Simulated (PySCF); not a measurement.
# The bond of NaBi, level by level

The task here is to estimate one member of a computed series from the others.

Computed with PySCF 2.14.0. Level: Na cc-pVDZ, Bi cc-pVDZ-PP with ECP60, scalar-relativistic core potentials.

The first run:

A driver script around PySCF takes these settings:

```yaml
atoms: Na, Bi
charge: 0
basis: Na cc-pVDZ, Bi cc-pVDZ-PP with ECP60
Hamiltonian: scalar-relativistic core potentials
basis_functions: 41
electrons_treated: 34
masses_in_u: 22.9898, 208.9804
levels: PBE0, PBE, r²SCAN, TPSSh, revPBE, M06-2X, LC-ωPBE, HF, MP2, SCS-MP2, CCSD, CCSD(T)
grid: 80 radial by 434 angular points
occupations: held fixed by the projection of orbital angular momentum
dissociation_limit: Na + Bi, each in its ground configuration
starting_distance_in_angstrom: 3.035
values_of_2S_to_try: 0, 2, 4
```

Started as:

```sh
OMP_NUM_THREADS=1 python dia.py task.json out
```

Steps of the session up to this table: Set-up; PBE0 along the bond; Excited determinants; PBE; r²SCAN; TPSSh (hybrid meta-GGA); revPBE; M06-2X (hybrid meta-GGA); LC-ωPBE (range-separated hybrid); ROHF; Correlated methods on the Hartree–Fock reference.

One of the session's tables, all rows but one given; the rest of the session is left out.

It belongs to the step «Constants by level of theory». 

```
       level  Re (Å)  ωe (cm⁻¹)  De (eV)
        ROHF   3.019      194.7    0.056
    ROHF-MP2   3.026      193.4     0.69
ROHF-SCS-MP2   3.035      190.6     0.68
   ROHF-CCSD   3.057      180.9     0.75
ROHF-CCSD(T)   3.063      178.5     0.80
         PBE   3.007      182.1     1.20
      revPBE   3.041      176.1     1.09
      r²SCAN   3.012      181.7     1.10
       TPSSh   3.010      184.6     1.21
        PBE0       ?          ?        ?
      M06-2X   2.963      190.5     1.00
     LC-ωPBE   2.957      201.2     0.95
```

Q: Estimate the row for PBE0 from the others.

**Answer.** Re (Å): 2.991; ωe (cm⁻¹): 187.8; De (eV): 1.09. In the column «Re (Å)» it lies between M06-2X (2.963) and PBE (3.007).

De is counted to Na + Bi in their ground configurations.
